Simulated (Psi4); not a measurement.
# CCSD(T)/def2-QZVPP (sweep point 12) run of H2 (hydrogen)

Aim: the vertical singlet–triplet gap of H2 (hydrogen) at CCSD(T)/def2-QZVPP (sweep point 12), from 2 runs. The job is set up through a Python script.

The results are computed with Psi4 1.11.

## (1) The system as given

The species is H2 (2 atoms), meant as a singlet with charge 0. SMILES: `[H][H]`. The coordinates come from a PBE0-D4/def2-TZVP relaxation.

Bond lengths: H1–H2 0.746 Å.

## (2) The energy at CCSD(T)/def2-QZVPP (sweep point 12)

calc.py reads:

```python
import psi4

psi4.set_memory('1600 MB')
psi4.set_num_threads(1)
psi4.core.set_output_file('output.dat', False)

mol = psi4.geometry("""
0 1
H      0.319300    -0.099200     0.165500
H     -0.319300     0.099200    -0.165500
symmetry c1
""")

psi4.set_options({
    'basis': 'def2-QZVPP',
    'puream': True,
    'scf_type': 'pk',
    'num_frozen_docc': 0,
})

E, wfn = psi4.energy('ccsd(t)', molecule=mol, return_wfn=True)
print(f'ccsd(t) energy: {E:.10f} Eh')
for k, v in sorted(psi4.core.scalar_variables().items()):
    print(f'{k:45s} {v:18.10f}')
```

Command:

```console
python calc.py
```

output.dat:

```text
[...]
  Running in c1 symmetry.
[...]
  Nuclear repulsion =    0.709214241018519
[...]
  Multiplicity = 1
[...]
  Nalpha       = 1
  Nbeta        = 1
[...]
    Number of basis functions: 60
[...]
   @RHF iter   1:    -1.13023153039693   -2.90518e-01   7.95475e-04 ADIIS/DIIS
[...]
   @RHF iter   6:    -1.13348191260967   -5.92593e-12   4.01379e-09 DIIS
[...]
    Orbital Energies [Eh]
    ---------------------
    Doubly Occupied:
       1A     -0.593005
    Virtual:
       2A      0.131234     3A      0.191014     4A      0.439749
       5A      0.509624     6A      0.509624     7A      0.799147
       8A      0.814759     9A      0.814759    10A      1.015143
      11A      1.044767    12A      1.620243    13A      1.941094
      14A      1.941094    15A      2.152765    16A      2.152765
      17A      2.365859    18A      2.365859    19A      2.390212
      20A      2.552469    21A      2.552469    22A      2.555691
      23A      2.555691    24A      2.671268    25A      3.072306
[...]
  @RHF Final Energy:    -1.13348191260967
   => Energetics <=
    Nuclear Repulsion Energy =              0.7092142410185193
    One-Electron Energy =                  -2.4993832683979385
    Two-Electron Energy =                   0.6566871147697471
    Total Energy =                         -1.1334819126096722
[...]
 Multipole Moments:
 ------------------------------------------------------------------------------------
     Multipole            Electronic (a.u.)      Nuclear  (a.u.)        Total (a.u.)
 ------------------------------------------------------------------------------------
 L = 1.  Multiply by 2.5417464519 to convert [e a0] to [Debye]
 Dipole X            :         -0.0000000            0.0000000           -0.0000000
 Dipole Y            :         -0.0000000            0.0000000           -0.0000000
 Dipole Z            :          0.0000000            0.0000000            0.0000000
 Magnitude           :                                                    0.0000000
[...]
      * MP2 total energy                      =   -1.166584897668872
[...]
      * CCSD total energy                     =   -1.173857064256285
[...]
      * CCSD(T) total energy                  =   -1.173857064256285
```

Standard output:

```text
ccsd(t) energy: -1.1738570643 Eh
(T) CORRECTION ENERGY                              -0.0000000000
CC D1 DIAGNOSTIC                                    0.0081913563
CC D2 DIAGNOSTIC                                    0.1355543053
CC NEW D1 DIAGNOSTIC                                0.0081913563
CC T1 DIAGNOSTIC                                    0.0057921636
CCSD CORRELATION ENERGY                            -0.0403751516
CCSD DOUBLES ENERGY                                -0.0403751516
CCSD ITERATIONS                                     8.0000000000
CCSD OPPOSITE-SPIN CORRELATION ENERGY              -0.0403751516
CCSD SAME-SPIN CORRELATION ENERGY                  -0.0000000000
CCSD SINGLES ENERGY                                 0.0000000000
CCSD TOTAL ENERGY                                  -1.1738570643
CCSD(T) CORRELATION ENERGY                         -0.0403751516
CCSD(T) TOTAL ENERGY                               -1.1738570643
CURRENT CORRELATION ENERGY                         -0.0403751516
CURRENT ENERGY                                     -1.1738570643
CURRENT REFERENCE ENERGY                           -1.1334819126
DD SOLVATION ENERGY                                 0.0000000000
HF KINETIC ENERGY                                   1.1203800818
HF POTENTIAL ENERGY                                -2.2538619944
HF TOTAL ENERGY                                    -1.1334819126
HF VIRIAL RATIO                                     2.0116940947
MP2 CORRELATION ENERGY                             -0.0331029851
MP2 DOUBLES ENERGY                                 -0.0331029851
MP2 OPPOSITE-SPIN CORRELATION ENERGY               -0.0331029851
MP2 SAME-SPIN CORRELATION ENERGY                    0.0000000000
MP2 SINGLES ENERGY                                 -0.0000000000
MP2 TOTAL ENERGY                                   -1.1665848977
NUCLEAR REPULSION ENERGY                            0.7092142410
ONE-ELECTRON ENERGY                                -2.4993832684
PCM POLARIZATION ENERGY                             0.0000000000
PE ENERGY                                           0.0000000000
SCF ITERATION ENERGY                               -1.1334819126
SCF ITERATIONS                                      6.0000000000
SCF TOTAL ENERGY                                   -1.1334819126
TWO-ELECTRON ENERGY                                 0.6566871148
```

Wall time 2.2 s (1 thread of Intel Xeon 6975P-C (Granite Rapids), shared host); peak memory 0.41 GiB.

## (3) The triplet at the same level

calc.py reads:

```python
import psi4

psi4.set_memory(1600000000)
psi4.set_num_threads(1)
psi4.core.set_output_file('run.log', False)

m = psi4.geometry("""
0 3
H      0.319300    -0.099200     0.165500
H     -0.319300     0.099200    -0.165500
symmetry c1
""")

psi4.set_options({
    'basis': 'def2-QZVPP',
    'reference': 'uhf',
    'puream': True,
    'scf_type': 'pk',
    'num_frozen_docc': 0,
    'maxiter': 150,
})

e, wfn = psi4.energy("ccsd(t)", molecule=m, return_wfn=True)
print(f'ccsd(t) energy: {e:.10f} Eh')
```

Command:

```console
python calc.py
```

run.log:

```text
[...]
  Running in c1 symmetry.
[...]
  Nuclear repulsion =    0.709214241018519
[...]
  Multiplicity = 3
[...]
  Nalpha       = 2
  Nbeta        = 0
[...]
    Number of basis functions: 60
[...]
   @UHF iter   1:    -0.73010442439352    1.09609e-01   3.04521e-03 DIIS/ADIIS
[...]
   @UHF iter   8:    -0.77988454280594   -4.85612e-13   9.49923e-10 DIIS
[...]
   @S^2 Observed:                2.000000000E+00
[...]
    Orbital Energies [Eh]
    ---------------------
    Alpha Occupied:
       1A     -0.906849     2A     -0.214948
    Alpha Virtual:
       3A      0.133291     4A      0.294152     5A      0.397840
       6A      0.397840     7A      0.693720     8A      0.725623
       9A      0.725623    10A      0.917189    11A      0.927575
      12A      1.479428    13A      1.796852    14A      1.796852
      15A      1.956298    16A      1.956298    17A      2.251981
      18A      2.259683    19A      2.259683    20A      2.435220
      21A      2.435220    22A      2.441766    23A      2.441766
      24A      2.581140    25A      2.903956    26A      3.470308
[...]
  @UHF Final Energy:    -0.77988454280594
   => Energetics <=
    Nuclear Repulsion Energy =              0.7092142410185193
    One-Electron Energy =                  -1.8563998746189632
    Two-Electron Energy =                   0.3673010907945080
    Total Energy =                         -0.7798845428059360
  UHF NO Occupations:
  HONO-1 :    1  A 1.0000000
  HONO-0 :    2  A 1.0000000
[...]
 Multipole Moments:
 ------------------------------------------------------------------------------------
     Multipole            Electronic (a.u.)      Nuclear  (a.u.)        Total (a.u.)
 ------------------------------------------------------------------------------------
 L = 1.  Multiply by 2.5417464519 to convert [e a0] to [Debye]
 Dipole X            :          0.0000000            0.0000000            0.0000000
 Dipole Y            :         -0.0000000            0.0000000           -0.0000000
 Dipole Z            :         -0.0000000            0.0000000           -0.0000000
 Magnitude           :                                                    0.0000000
[...]
      * MP2 total energy                      =   -0.783966933744979
[...]
      * CCSD total energy                     =   -0.785446208597611
[...]
      * CCSD(T) total energy                     =   -0.785446208597611
```

On the terminal:

```text
ccsd(t) energy: -0.7854462086 Eh
```

Run time: 3.9 s. Hardware: 1 thread of Intel Xeon 6975P-C (Granite Rapids), shared host; peak memory 0.38 GiB.

## (4) Summary of results

At CCSD(T)/def2-QZVPP (sweep point 12):

| quantity | value |
| --- | --- |
| singlet: total energy | -1.17386 Eh |
| singlet: HOMO energy (Hartree–Fock orbitals) | -16.14 eV |
| singlet: LUMO energy (Hartree–Fock orbitals) | 3.57 eV |
| singlet: HOMO–LUMO gap (Hartree–Fock orbitals) | 19.71 eV |
| singlet: correlation energy | -40.4 mEh |
| singlet: (T) correction | 0.00 mEh |
| singlet: T1 diagnostic | 0.006 |
| triplet: total energy | -0.78545 Eh |
| triplet: HOMO energy (Hartree–Fock orbitals) (highest over α and β) | -5.85 eV |
| triplet: correlation energy | -5.6 mEh |
| triplet: ⟨S²⟩ of the reference determinant | 2.000 |
| triplet: T1 diagnostic | 0.001 |
| vertical energy of the triplet above the singlet | 10.569 eV |

What this shows: At this shape the triplet lies 10.57 eV (244 kcal/mol) above the singlet. The triples (singlet) make up 0.0 % of the correlation energy.
